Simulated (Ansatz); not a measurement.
**CH₃AlBF: one species, many methods**

One table from this session's results is given with a row withheld; the runs are named, their logs left out.

The runs use Ansatz 0.2.0, Gaussian basis; functionals in def2-TZVPP, the program's frozen cores in correlated methods.

Plan: LDA (SPW92), PBE-D4, revPBE-D4, BLYP-D4, r2SCAN-D4, B97M-V, PBE0-D4, B3LYP-D4, r2SCANh-D4, r2SCAN0-D4, HSE06-D4, BHLYP-D4, CAM-B3LYP-D4, LC-ωPBE, ωB97X-V, ωB97M-V, B2PLYP, PBE-QIDH; CCSD(T)/def2-SVP; CCSD(T)/def2-TZVPP; MP2/def2-QZVPP; extrapolation to the limit; RPA on PBE.

### The geometry

The geometry comes from an earlier relaxation with PBE0-D4 in a triple-zeta def2 set; it is a stationary point, not always the lowest conformer.

SMILES `F[B]1[CH2][AlH]1`, 7 atoms, charge 0, spin multiplicity 1.

Atoms are counted from 1 here; the program's logs count them from 0.

Bond lengths: F1–B2 1.324 Å, B2–C3 1.478 Å, B2–Al4 1.978 Å, C3–Al4 2.096 Å, C3–H5 1.110 Å, C3–H6 1.090 Å, Al4–H7 1.586 Å. Angles: F1–B2–C3 131.5°, F1–B2–Al4 149.4°, C3–B2–Al4 73.1°, B2–C3–Al4 64.5°, B2–C3–H5 123.2°, B2–C3–H6 127.0°, Al4–C3–H5 69.1°, Al4–C3–H6 160.0°, H5–C3–H6 107.6°, B2–Al4–C3 42.4°, B2–Al4–H7 163.3°, C3–Al4–H7 121.5°.

The first run:

in.yaml reads:

```yaml
crystal:
  periodic: [false, false, false]
  atoms:
    - {symbol: F, position_ang: [-0.817965, -1.964801, 1.151545]}
    - {symbol: B, position_ang: [-0.363069, -1.031049, 0.329859]}
    - {symbol: C, position_ang: [0.500238, 0.144448, 0.566516]}
    - {symbol: Al, position_ang: [-0.687351, 0.231133, -1.158816]}
    - {symbol: H, position_ang: [1.023733, 0.687062, -0.247890]}
    - {symbol: H, position_ang: [0.960724, 0.441293, 1.508779]}
    - {symbol: H, position_ang: [-0.555111, 1.423915, -2.195492]}
basis:
  gaussian: {orbitals: def2-TZVPP}
hamiltonian: {xc: lda}
output: {orbitals: {seedname: orbitals}}
```

The run is started by

```bash
> ansatz run in.yaml --threads 2 --pin off --events-out ev --progress --plain --max-ram 4352MiB
```

Among the steps run: LDA; PBE-D4 (GGA); revPBE-D4 (GGA); BLYP-D4 (GGA); r2SCAN-D4 (meta-GGA); B97M-V (meta-GGA); B3LYP-D4 (hybrid); r2SCANh-D4 (hybrid); r2SCAN0-D4 (hybrid); HSE06-D4 (hybrid); BHLYP-D4 (hybrid); CAM-B3LYP-D4 (range-separated); LC-ωPBE (range-separated); ωB97X-V (range-separated); ωB97M-V (range-separated); B2PLYP (double hybrid); PBE-QIDH (double hybrid).

One table of the session follows, with a row left open; its other results are not shown here.

It belongs to the step «Frontier levels by functional». 

| functional | HOMO (eV) | LUMO (eV) | gap (eV) |
| --- | --- | --- | --- |
| LDA (SPW92) | -5.64 | -2.58 | 3.06 |
| PBE-D4 | ? | ? | ? |
| revPBE-D4 | -5.48 | -2.31 | 3.17 |
| BLYP-D4 | -5.41 | -2.26 | 3.15 |
| r2SCAN-D4 | -5.71 | -2.17 | 3.54 |
| B97M-V | -5.75 | -2.23 | 3.52 |
| PBE0-D4 | -6.57 | -1.65 | 4.92 |
| B3LYP-D4 | -6.40 | -1.83 | 4.57 |
| r2SCANh-D4 | -6.10 | -1.91 | 4.19 |
| r2SCAN0-D4 | -6.68 | -1.52 | 5.16 |
| HSE06-D4 | -6.17 | -2.02 | 4.15 |
| BHLYP-D4 | -7.51 | -0.86 | 6.65 |
| CAM-B3LYP-D4 | -7.83 | -0.69 | 7.14 |
| LC-ωPBE | -9.05 | 0.33 | 9.38 |
| ωB97X-V | -8.76 | 0.26 | 9.02 |
| ωB97M-V | -8.60 | 0.06 | 8.66 |

**Question.** Estimate the row for PBE-D4.

**Answer.** HOMO (eV): -5.53; LUMO (eV): -2.39; gap (eV): 3.14. In the column «HOMO (eV)» it lies between LDA (SPW92) (-5.64) and revPBE-D4 (-5.48).
